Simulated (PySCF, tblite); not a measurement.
# C₄H₄OSe: excited states, first hyperpolarisability

What do calculations give for the excited states, first hyperpolarisability of C₄H₄OSe (`C[Se]C#CC=O`)?

Programs: tblite 0.8.0 and PySCF 2.14.0, with routines of our own; each step states its level. All values are computed. Atoms count from 0.

## Step 1: The starting structure

10 atoms, charge 0, multiplicity 1; geometry from: force field or distance geometry start.

## Step 2: Optimising the geometry with GFN2-xTB

What the job is given:

```
{"job": {"kind": "relax", "xc": "GFN2-xTB", "basis": "xTB"}, "charge": 0, "multiplicity": 1}
C     -2.494100    -0.196600    -0.150500
Se    -1.126900    -1.558200    -0.170200
C      0.572800    -0.688900    -0.206100
C      1.633200    -0.126400    -0.231200
C      2.914700     0.519100    -0.219900
O      2.917400     1.759600    -0.127000
H     -3.424700    -0.504100     0.355300
H     -2.731800     0.151800    -1.179700
H     -2.087000     0.712800     0.368200
H      3.835200    -0.064500    -0.314300
```

On the command line:

```bash
OMP_NUM_THREADS=1 python excited_run.py task.json out
```

The driver reads the jobs from task.json and runs them one after another.

The program printed:

```text
step      E/eV     max force
  0    -482.24537    3.073
  1    -482.29137    4.934
  2    -482.47593    0.652
  3    -482.50944    0.572
  4    -482.54259    1.112
  5    -482.56165    0.483
  6    -482.57984    0.487
  7    -482.59115    0.554
  8    -482.60400    0.410
  9    -482.61135    0.202
 10    -482.61495    0.132
 11    -482.61728    0.156
 12    -482.61972    0.159
 13    -482.62219    0.187
 14    -482.62491    0.158
 15    -482.62812    0.201
 16    -482.63180    0.197
 17    -482.63508    0.152
 18    -482.63754    0.160
 19    -482.63944    0.118
 20    -482.64068    0.116
 21    -482.64127    0.065
 22    -482.64149    0.033
 23    -482.64161    0.036
 24    -482.64176    0.057
 25    -482.64204    0.081
 26    -482.64244    0.085
 27    -482.64283    0.057
 28    -482.64308    0.038
 29    -482.64325    0.046
 30    -482.64349    0.064
 31    -482.64391    0.076
 32    -482.64456    0.075
 33    -482.64546    0.090
 34    -482.64661    0.127
 35    -482.64810    0.154
 36    -482.64970    0.142
 37    -482.65062    0.077
 38    -482.65090    0.040
 39    -482.65102    0.030
 40    -482.65110    0.033
 41    -482.65116    0.024
 42    -482.65123    0.029
 43    -482.65129    0.031
 44    -482.65137    0.028
 45    -482.65146    0.030
 46    -482.65156    0.029
 47    -482.65165    0.034
 48    -482.65175    0.032
 49    -482.65187    0.036
 50    -482.65207    0.052
 51    -482.65233    0.063
 52    -482.65263    0.060
 53    -482.65293    0.060
 54    -482.65325    0.055
 55    -482.65358    0.071
 56    -482.65385    0.060
 57    -482.65400    0.038
 58    -482.65404    0.048
 59    -482.65413    0.029
 60    -482.65424    0.036
 61    -482.65451    0.048
 62    -482.65499    0.063
 63    -482.65445    0.163
 64    -482.65549    0.039
 65    -482.65573    0.034
 66    -482.65422    0.203
 67    -482.65605    0.034
 68    -482.65622    0.029
 69    -482.65631    0.054
 70    -482.65648    0.017
 71    -482.65653    0.018
 72    -482.65660    0.021
 73    -482.65664    0.025
 74    -482.65673    0.028
 75    -482.65681    0.027
 76    -482.65687    0.018
 77    -482.65689    0.012
 78    -482.65691    0.012
 79    -482.65693    0.014
 80    -482.65696    0.021
 81    -482.65699    0.022
 82    -482.65703    0.020
 83    -482.65705    0.014
 84    -482.65708    0.012
 85    -482.65713    0.011
 86    -482.65718    0.011
 87    -482.65724    0.013
 88    -482.65730    0.021
 89    -482.65734    0.030
 90    -482.65740    0.034
 91    -482.65748    0.024
 92    -482.65751    0.009
```

Run time: 0.35 s. Hardware: 1 thread of Arm Neoverse V2, shared host.

The steps of the relaxation: (not every step is listed)

```tsv
step	energy from step 0 (eV)	largest force (eV/Å)
0	0.0000	3.0726
1	-0.0460	4.9336
2	-0.2306	0.6522
3	-0.2641	0.5722
4	-0.2972	1.1117
5	-0.3163	0.4832
6	-0.3345	0.4872
7	-0.3458	0.5544
8	-0.3586	0.4104
15	-0.3828	0.2006
22	-0.3961	0.0327
29	-0.3979	0.0464
36	-0.4043	0.1422
43	-0.4059	0.0314
50	-0.4067	0.0519
57	-0.4086	0.0378
64	-0.4101	0.0391
71	-0.4112	0.0182
78	-0.4115	0.0121
85	-0.4118	0.0110
87	-0.4119	0.0128
88	-0.4119	0.0212
89	-0.4120	0.0304
90	-0.4120	0.0340
91	-0.4121	0.0242
92	-0.4121	0.0093
```

Distances of close pairs at the start and the end, largest changes first:

```tsv
bond	before (Å)	after (Å)	change (Å)
Se1–C2	1.909	1.799	-0.111
C4–O5	1.244	1.206	-0.038
C0–H8	1.123	1.087	-0.036
C0–Se1	1.930	1.962	+0.032
C0–H7	1.112	1.087	-0.025
C3–C4	1.435	1.415	-0.020
C0–H6	1.103	1.087	-0.016
C4–H9	1.094	1.110	+0.016
```

The next job starts from the end point, and lists it.

## Step 3: Vibrational analysis with GFN2-xTB

What the job is given:

```
{"job": {"kind": "ir", "xc": "GFN2-xTB", "basis": "xTB"}, "charge": 0, "multiplicity": 1}
C     -2.329801    -0.131249    -0.123775
Se    -1.096958    -1.654315    -0.035047
C      0.435552    -0.718998    -0.142257
C      1.500278    -0.135368    -0.211647
C      2.720166     0.577220    -0.294460
O      2.839480     1.773953    -0.387857
H     -3.339410    -0.528955    -0.061066
H     -2.186235     0.388013    -1.067775
H     -2.133164     0.534220     0.712733
H      3.598976    -0.099868    -0.264218
```

The program printed:

```text
mode    cm-1     km/mol
  1      73.1      4.99
  2      90.9      7.80
  3     114.3      2.60
  4     155.8      1.34
  5     167.0      8.61
  6     293.7      6.63
  7     305.5      1.52
  8     396.9      3.75
  9     559.8     20.25
 10     652.2     32.82
 11     876.9      3.82
 12     877.9     20.03
 13     885.9      6.32
 14    1057.8     35.60
 15    1282.1      8.36
 16    1347.6     38.96
 17    1423.4      6.22
 18    1425.1      5.18
 19    1714.5    739.55
 20    2184.6    501.81
 21    2733.8    107.41
 22    3013.8      2.00
 23    3026.4      5.59
 24    3033.2      5.22
```

Wall time 0.18 s (1 thread of Arm Neoverse V2, shared host).

The strongest bands and the atoms that carry them (share of the mass-weighted mode):

```tsv
cm⁻¹	km/mol	atoms
560	20.2	C0 73 %, Se1 15 %
652	32.8	C3 38 %, C4 30 %, O5 20 %
878	20.0	H6 48 %, H7 18 %, H8 16 %, C0 16 %
1058	35.6	C4 33 %, C2 32 %, C3 21 %
1348	39.0	H9 83 %
1714	739.5	C4 60 %, O5 39 %
2185	501.8	C3 54 %, C2 45 %
2734	107.4	H9 94 %
```

## Step 4: Excited states: TDA B3LYP/def2-TZVP

The job, as its differences from that of step 3:

```diff
@@ -1,2 +1,2 @@
-{"job": {"kind": "ir", "xc": "GFN2-xTB", "basis": "xTB"}, "charge": 0, "multiplicity": 1}
+{"job": {"kind": "states", "xc": "B3LYP", "basis": "def2-TZVP", "tda": true, "soc": true, "nstates": 6, "ntriplets": 4, "nquad": 4}, "charge": 0, "multiplicity": 1}
 C     -2.329801    -0.131249    -0.123775
```

With the program's defaults for keys left out, this is: TDA B3LYP/def2-TZVP excited states, vertical, gas phase, spin-orbit mean-field couplings.

The program printed:

```text
coarse grid: 43120 points
cycle   1  E = -2631.4903151543  dE =  4.626e-02  |g| = 9.384e-01  |ddm| = 3.877e+00
cycle   2  E = -2630.6105550360  dE =  8.798e-01  |g| = 2.178e+00  |ddm| = 1.797e+01
cycle   3  E = -2631.6246455235  dE = -1.014e+00  |g| = 3.427e-01  |ddm| = 1.634e+01
cycle   4  E = -2631.6453064261  dE = -2.066e-02  |g| = 1.784e-01  |ddm| = 8.389e-01
cycle   5  E = -2631.6512459570  dE = -5.940e-03  |g| = 8.943e-02  |ddm| = 2.764e-01
cycle   6  E = -2631.6528415184  dE = -1.596e-03  |g| = 2.719e-02  |ddm| = 6.925e-02
cycle   7  E = -2631.6530508441  dE = -2.093e-04  |g| = 6.682e-03  |ddm| = 8.611e-02
cycle   8  E = -2631.6530611858  dE = -1.034e-05  |g| = 2.330e-03  |ddm| = 7.920e-03
cycle   9  E = -2631.6530625645  dE = -1.379e-06  |g| = 5.467e-04  |ddm| = 1.132e-02
final grid: 90608 points
cycle  10  E = -2631.6530864855  dE =  1.068e-07  |g| = 8.966e-04  |ddm| = 1.207e-02
cycle  11  E = -2631.6530860155  dE =  4.700e-07  |g| = 1.685e-03  |ddm| = 3.011e-03
cycle  12  E = -2631.6530866825  dE = -6.671e-07  |g| = 2.609e-04  |ddm| = 2.841e-03
cycle  13  E = -2631.6530866962  dE = -1.365e-08  |g| = 2.316e-05  |ddm| = 6.306e-04
cycle  14  E = -2631.6530866963  dE = -1.287e-10  |g| = 4.286e-06  |ddm| = 6.128e-05
converged SCF energy = -2631.6530866963

Singlet excitations
state   eV       nm        f     d(h-e)  d(exc)  Lambda  PR(NTO)  |dmu|/D   mu/D   main configurations
  1   3.8538   321.7   0.00028   1.331   2.705   0.457   1.002    3.052    0.989   H-1->L 0.99
  2   4.4698   277.4   0.00002   0.314   3.126   0.528   1.010    1.277    2.987   H->L+1 0.99
  3   4.6773   265.1   0.36160   1.953   3.654   0.642   1.305    3.216    7.192   H->L 0.86, H-2->L+1 0.09
  4   4.8953   253.3   0.00022   1.141   2.950   0.438   1.004    3.104    7.084   H-2->L 0.98
  5   5.5564   223.1   0.00138   3.616   4.529   0.248   1.019                     H-1->L+1 0.97
  6   6.0204   205.9   0.00034   0.673   3.088   0.543   1.079                     H->L+2 0.87, H->L+3 0.08

Triplet excitations (Tamm-Dancoff)
state   eV     d(h-e)  d(exc)  Lambda  PR(NTO)   main configurations
  1   3.2529   1.371   3.361   0.642   1.014   H->L 0.94
  2   3.2950   1.248   2.627   0.455   1.002   H-1->L 0.98
  3   4.1161   0.323   3.025   0.525   1.075   H->L+1 0.96
  4   4.6270   0.944   2.876   0.440   1.087   H-2->L 0.93
S1 - T1 = 0.6009 eV

Spin-orbit couplings |<S|Hso|T>| (cm-1)
             T1       T2       T3       T4
S0        3.052   44.120  509.118  118.979
S1       54.049    0.124    1.256    1.091
S2       95.965    1.068    6.061    1.695
S3        0.952   51.571  105.492  161.133
S4      159.423    0.830    3.000    1.181
S5        0.176   77.490   66.743    7.858
S6      121.559    1.039  107.254   30.356
T1 sublevels (cm-1): 0.000 0.025 6.274   radiative rates (1/s): 15.7 3.65 31.1
```

Run time: 39 s. Hardware: 1 thread of Arm Neoverse V2, shared host; peak memory 0.79 GiB.

Key values:

```tsv
quantity	value
S1 less T1	0.60 eV
```

## Step 5: Excited states: TDDFT PBE0/def2-SVPD

The job, as its differences from that of step 4:

```diff
@@ -1,2 +1,2 @@
-{"job": {"kind": "states", "xc": "B3LYP", "basis": "def2-TZVP", "tda": true, "soc": true, "nstates": 6, "ntriplets": 4, "nquad": 4}, "charge": 0, "multiplicity": 1}
+{"job": {"kind": "states", "xc": "PBE0", "basis": "def2-SVPD", "tpa": true, "nstates": 6, "nquad": 5, "ntriplets": 0}, "charge": 0, "multiplicity": 1}
 C     -2.329801    -0.131249    -0.123775
```

Method: TDDFT PBE0/def2-SVPD excited states, vertical, gas phase, two-photon moments by quadratic response.

The program printed:

```text
coarse grid: 43120 points
cycle   1  E = -2630.3924349158  dE =  5.025e-03  |g| = 7.626e-01  |ddm| = 5.581e+00
cycle   2  E = -2629.8707242513  dE =  5.217e-01  |g| = 1.719e+00  |ddm| = 4.074e+00
cycle   3  E = -2630.5099600465  dE = -6.392e-01  |g| = 1.701e-01  |ddm| = 2.957e+00
cycle   4  E = -2630.5148620720  dE = -4.902e-03  |g| = 1.050e-01  |ddm| = 3.981e-01
cycle   5  E = -2630.5174590286  dE = -2.597e-03  |g| = 3.786e-02  |ddm| = 1.937e-01
cycle   6  E = -2630.5177614125  dE = -3.024e-04  |g| = 1.205e-02  |ddm| = 7.170e-02
cycle   7  E = -2630.5178018024  dE = -4.039e-05  |g| = 2.904e-03  |ddm| = 2.473e-02
cycle   8  E = -2630.5178038867  dE = -2.084e-06  |g| = 9.596e-04  |ddm| = 5.994e-03
final grid: 90608 points
cycle   9  E = -2630.5178250867  dE =  3.382e-07  |g| = 1.566e-03  |ddm| = 6.659e-03
cycle  10  E = -2630.5178234892  dE =  1.598e-06  |g| = 3.074e-03  |ddm| = 5.205e-03
cycle  11  E = -2630.5178256506  dE = -2.161e-06  |g| = 4.037e-04  |ddm| = 3.757e-03
cycle  12  E = -2630.5178256909  dE = -4.038e-08  |g| = 5.109e-05  |ddm| = 6.230e-04
cycle  13  E = -2630.5178256916  dE = -6.225e-10  |g| = 1.470e-05  |ddm| = 7.846e-05
converged SCF energy = -2630.5178256916

Singlet excitations
state   eV       nm        f     d(h-e)  d(exc)  Lambda  PR(NTO)  |dmu|/D   mu/D   delta(TPA)   sigma/GM   main configurations
  1   3.8356   323.2   0.00033   1.297   2.684   0.461   1.003    3.129    0.940        0.06      0.000   H-1->L 0.98
  2   4.5268   273.9   0.00062   0.269   3.141   0.514   1.014    1.267    2.874        2.79      0.021   H->L+1 0.98
  3   4.5535   272.3   0.32225   1.878   3.612   0.623   1.301    3.876    7.838      845.81      6.425   H->L 0.92
  4   4.9625   249.8   0.00012   1.103   2.941   0.439   1.007    3.104    7.074        0.49      0.004   H-2->L 0.98
  5   5.8142   213.2   0.00181   3.482   4.459   0.242   1.019    8.641    4.704       15.22      0.188   H-1->L+1 0.95
  6   5.8996   210.2   0.00909   1.270   3.583   0.447   1.033                                            H->L+2 0.91
```

It took 27 s on 1 thread of Arm Neoverse V2, shared host; peak memory 0.64 GiB.

## Step 6: First hyperpolarisability: quadratic response B3LYP/def2-SVPD

The job, as its differences from that of step 5:

```diff
@@ -1,2 +1,2 @@
-{"job": {"kind": "states", "xc": "PBE0", "basis": "def2-SVPD", "tpa": true, "nstates": 6, "nquad": 5, "ntriplets": 0}, "charge": 0, "multiplicity": 1}
+{"job": {"kind": "beta", "xc": "B3LYP", "basis": "def2-SVPD", "wavelengths": [1064, 800]}, "charge": 0, "multiplicity": 1}
 C     -2.329801    -0.131249    -0.123775
```

Method: quadratic response B3LYP/def2-SVPD first hyperpolarisability, Taylor convention, gas phase.

The program printed:

```text
coarse grid: 43120 points
cycle   1  E = -2630.9650907863  dE = -3.045e-03  |g| = 8.195e-01  |ddm| = 5.825e+00
cycle   2  E = -2630.2028828592  dE =  7.622e-01  |g| = 2.001e+00  |ddm| = 4.915e+00
cycle   3  E = -2631.0919854666  dE = -8.891e-01  |g| = 2.388e-01  |ddm| = 4.038e+00
cycle   4  E = -2631.1015465103  dE = -9.561e-03  |g| = 1.502e-01  |ddm| = 5.109e-01
cycle   5  E = -2631.1065120508  dE = -4.966e-03  |g| = 6.481e-02  |ddm| = 2.562e-01
cycle   6  E = -2631.1074217779  dE = -9.097e-04  |g| = 1.752e-02  |ddm| = 1.047e-01
cycle   7  E = -2631.1075118548  dE = -9.008e-05  |g| = 4.503e-03  |ddm| = 3.798e-02
cycle   8  E = -2631.1075167299  dE = -4.875e-06  |g| = 1.483e-03  |ddm| = 8.726e-03
final grid: 90608 points
cycle   9  E = -2631.1075216475  dE =  1.097e-06  |g| = 2.606e-03  |ddm| = 8.155e-03
cycle  10  E = -2631.1075161250  dE =  5.523e-06  |g| = 5.510e-03  |ddm| = 8.995e-03
cycle  11  E = -2631.1075231902  dE = -7.065e-06  |g| = 8.022e-04  |ddm| = 6.610e-03
cycle  12  E = -2631.1075233490  dE = -1.588e-07  |g| = 1.005e-04  |ddm| = 1.178e-03
cycle  13  E = -2631.1075233514  dE = -2.360e-09  |g| = 2.582e-05  |ddm| = 1.412e-04
cycle  14  E = -2631.1075233515  dE = -1.501e-10  |g| = 5.913e-06  |ddm| = 4.568e-05
converged SCF energy = -2631.1075233515

Lowest singlets (eV, f): 3.8099 0.0003  4.4328 0.0009  4.4524 0.3127

First hyperpolarisability (au)
process     nm      |vector|   parallel      HRS      DR
static         -      758.70     426.54     354.99   3.602
shg       1064.0     1205.19     693.33     548.02   3.901
eope      1064.0      874.64     495.89          -       -
shg        800.0     1906.25    1111.48     846.85    4.18
eope       800.0      982.77     560.51          -       -
```

Wall time 22 s (1 thread of Arm Neoverse V2, shared host); peak memory 0.64 GiB.

## Step 7: What came out

| quantity | value |
| --- | --- |
| strongest single infrared mode (GFN2-xTB) | 1714 cm⁻¹, 740 km/mol |
| zero-point energy (GFN2-xTB) | 39.6 kcal/mol |
| S1 less T1 (step 4, TDA B3LYP/def2-TZVP) | 0.60 eV |
| β vector (step 6, quadratic response B3LYP/def2-SVPD) | static 759, SHG 1064.0 nm 1205, SHG 800.0 nm 1906 au |

What this shows: All 24 modes are real, so the xTB geometry is a minimum. The strongest single mode, at 1714 cm⁻¹, moves mainly C4 and O5. GFN2-xTB is a fitted tight-binding method: band positions and strengths are rough. Its intensities can rank the bands wrongly. Scalar relativity is left out for the heavy atoms. In step 4, the number of triplets below S1 is 2, and the largest singlet-triplet spin-orbit coupling is S0–T3, 509.12 cm⁻¹. Steps that list no spin-orbit terms leave them out, which matters at and beside the heavy atoms. β grows from 759 au (static) to 1906 au for doubling at 800.0 nm: normal dispersion, which grows as twice the photon energy moves toward the bright states.
